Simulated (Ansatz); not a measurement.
# GeBr2: the cost of one run

Program: Ansatz 0.2.0. Level of theory: DFT PBEsol, scalar-relativistic, plane waves, PAW. These are calculated values, not measurements.

**1. The system as given**

The structure is tetragonal, space group P4_2/mnm (No. 136). Conventional cell: a = 6.686 Å, b = 6.686 Å, c = 4.093 Å, α = 90.00°, β = 90.00°, γ = 90.00°. Ge (site symmetry mmm) is surrounded by 6 Br at 2.80 to 2.81 Å. Br (site symmetry m2m) has 3 Ge at 2.80 to 2.81 Å as nearest neighbours.

Structure file:

```
CELL_PARAMETERS angstrom
6.68574 0.00000 0.00000
0.00000 6.68574 0.00000
0.00000 0.00000 4.09292
ATOMIC_POSITIONS crystal
Ge 0.00000 0.00000 0.00000
Ge 0.50000 0.50000 0.50000
Br 0.29761 0.29761 0.00000
Br 0.70239 0.70239 0.00000
Br 0.20239 0.79761 0.50000
Br 0.79761 0.20239 0.50000
```

The structure comes from the Materials Project (structure only).

(A quick probe on a coarse mesh, which set the mesh and smearing, is not shown.)

**3. Relaxing cell and atoms**

Input file input.yaml:

```yaml
crystal:
  lattice:
    - [6.6857388, 0.0, 0.0]
    - [0.0, 6.6857388, 0.0]
    - [0.0, 0.0, 4.0929186]
  atoms:
    - { symbol: Ge, position: [0.0, 0.0, 0.0] }
    - { symbol: Ge, position: [0.5, 0.5, 0.5] }
    - { symbol: Br, position: [0.2976057, 0.2976057, 0.0] }
    - { symbol: Br, position: [0.7023943, 0.7023943, 0.0] }
    - { symbol: Br, position: [0.2023943, 0.7976057, 0.5] }
    - { symbol: Br, position: [0.7976057, 0.2023943, 0.5] }
basis:
  ecutwfc: 420
kpoints:
  mp_grid: { grid: [4, 4, 8] }
hamiltonian:
  xc: pbesol
scf:
  occupations: { method: gaussian, width: 0.02 }
output:
  forces: true
  stress: true
  eigenvalues: true
relax:
  adjacent_minimum: "off"
  f_tol: 0.005
  max_steps: 80
  cell: { stress_tol: 0.05 }
```

Run with:

```sh
> ansatz run input.yaml --threads 1 --pin off --max-ram 2560MiB --backend cpu --events-out ev --progress --plain --runs-dir out
```

What time and memory should one allow on 1 thread of Arm Neoverse V1, shared host?

About 51 s, with a peak of 0.47 GiB.
